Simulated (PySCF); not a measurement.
# CdO: bond curves at several levels of theory

An exercise on one series of results from a longer session: the logs are not shown, and one member is left open.

Method: Cd def2-TZVPP with ECP28, O def2-TZVPP, scalar-relativistic core potentials; program: PySCF 2.14.0.

Set-up of the first run:

Settings of the job:

```
atoms                         : Cd, O
charge                        : 0
basis                         : Cd def2-TZVPP with ECP28, O def2-TZVPP
Hamiltonian                   : scalar-relativistic core potentials
basis functions               : 87
electrons treated             : 28
masses in u                   : 113.9034, 15.9949
levels                        : PBE0, PBE, r²SCAN, r²SCANh, M06, r²SCAN0, BHandHLYP, LC-ωPBE, HF, MP2, SCS-MP2
grid                          : 80 radial by 434 angular points
occupations                   : held fixed by the projection of orbital angular momentum
dissociation limit            : Cd + O, each in its ground configuration
starting distance in angstrom : 2.000
values of 2S to try           : 0, 2
```

Run with:

```sh
> OMP_NUM_THREADS=1 python dia.py task.json out
```

Steps of the session up to this table: Set-up; The PBE0 curve of the state that the search chose; Higher solutions at PBE0; PBE (GGA); r²SCAN (meta-GGA); r²SCANh (hybrid meta-GGA); M06; r²SCAN0 (hybrid meta-GGA); BHandHLYP (global hybrid GGA); LC-ωPBE; UHF (mean field).

One of the session's tables, all rows but one given; the rest of the session is left out.

```
    level  Re (Å)  ωe (cm⁻¹)  De (eV)  μ (D)
      PBE   2.120        388     1.20  -2.48
   r²SCAN       ?          ?        ?      ?
  r²SCANh   2.079        437     1.12  -2.66
     PBE0   2.092        418     0.96  -2.75
  r²SCAN0   2.072        446     0.97  -2.81
      M06   2.142        360     0.64  -2.78
BHandHLYP   2.096        416     0.63  -3.02
  LC-ωPBE   2.046        495     1.25  -3.08
```

Estimate the missing values for r²SCAN.

The run gave: Re (Å): 2.083; ωe (cm⁻¹): 432; De (eV): 1.23; μ (D): -2.56. In the column «Re (Å)» it lies between r²SCANh (2.079) and PBE0 (2.092).

De is counted to Cd + O in their ground configurations. No constants: UHF (too few points lie around the minimum).
